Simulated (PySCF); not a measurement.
# Cl2Nd (Nd(Cl)22+): the cost of one run

Computed with PySCF 2.14.0. Level: PBE0, Nd lcecp-2-SVP with ECP48, Cl def2-SVP; scalar-relativistic core potentials, no spin–orbit coupling.

1 further run of the same task is left out (for a known fault of the program).

## 1. The system as given

3 atoms, charge 2, spin multiplicity 1.

Bond lengths: Nd1–Cl2 2.551 Å, Nd1–Cl3 2.551 Å. Angles: Cl2–Nd1–Cl3 131.8°.

Coordinates:

```xyz
3

Nd    0.00000    0.00000    0.00000
Cl    2.32800    0.00000    1.04190
Cl   -2.32800    0.00000    1.04190
```

Formal oxidation states: Nd +4. Each metal's 2 4f electrons lie in its core potential, so multiplicities, spins and levels count the valence alone.

## 2. SCF at the start, singlet

The input, run.py (the lines that set the calculation):

```python
mol = gto.M(atom='''
Nd     0.00000     0.00000     0.00000
Cl     2.32800     0.00000     1.04190
Cl    -2.32800     0.00000     1.04190''',
    basis={'Nd': 'lcecp-2-SVP', 'Cl': 'def2-SVP'},
    ecp={'Nd': 'lcecp-2-SVP'},
    charge=2, spin=0)
mf = dft.RKS(mol, xc='PBE0')
mf.grids.atom_grid = (50, 194)  # f atoms: unpruned, at least (60, 302)
mf = mf.density_fit()  # fitting sets: Nd AutoAux, Cl def2-universal-JKFIT
mf.conv_tol = 1e-08; mf.max_cycle = 55
mf.kernel(dm0)  # dm0: free metal ions and neutral atoms
```

Started as:

```sh
OMP_NUM_THREADS=2 python run.py
```

What time and memory should one allow on 2 threads of Arm Neoverse V1, shared host?

About 2.1 s, with a peak of 0.32 GiB.
